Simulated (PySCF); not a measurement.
# C4H5GaN2: the cost of one run

The runs use PySCF 2.14.0, with density-fitted response routines of our own; the level of theory stands in each step. All values are computed, except where a source is named. Atoms count from 0, in the outputs and in this text.

**1. The molecule as given**

12 atoms, charge 0, multiplicity 1; geometry from: GFN2-xTB.

Bonds of the start (Å): C0–C1 1.21, C1–Ga2 1.96, Ga2–C3 2.05, C3–N4 1.26, Ga2–N5 2.06, N5–C6 1.15, C0–H7 1.06, Ga2–H8 1.55, C3–H9 1.10, N4–H10 1.03, C6–H11 1.06.

**2. Ultraviolet spectrum: wB97X-D/def2-SVPD**

What the job is given:

```
{"job": {"kind": "uv", "xc": "wB97X-D", "basis": "def2-SVPD", "nstates": 8, "ntriplets": 3}, "charge": 0, "multiplicity": 1}
C      1.991923    -1.875946     0.880995
C      1.232088    -1.279377     0.153509
Ga    -0.146677    -0.469236    -0.978628
C     -1.910955    -0.076684    -0.008548
N     -2.131997    -0.302479     1.212300
N      0.579774     1.454283    -0.911541
C      0.837513     2.481215    -0.474368
H      2.677690    -2.380595     1.505456
H     -0.071005    -0.627878    -2.520608
H     -2.769462     0.353774    -0.540050
H     -1.342166    -0.712861     1.723493
H      1.054472     3.435098    -0.068037
```

With the program's defaults for keys left out, this is: TDDFT wB97X-D/def2-SVPD, vertical, gas phase, core orbitals frozen in the response.

Run with:

```sh
$ OMP_NUM_THREADS=1 python probes_run.py task.json out
```

The driver reads the jobs from task.json and runs them one after another.

Q: Estimate the wall time and peak memory of this job on 1 thread of Arm Neoverse N1, shared host.

About 71 s, with a peak of 0.86 GiB.
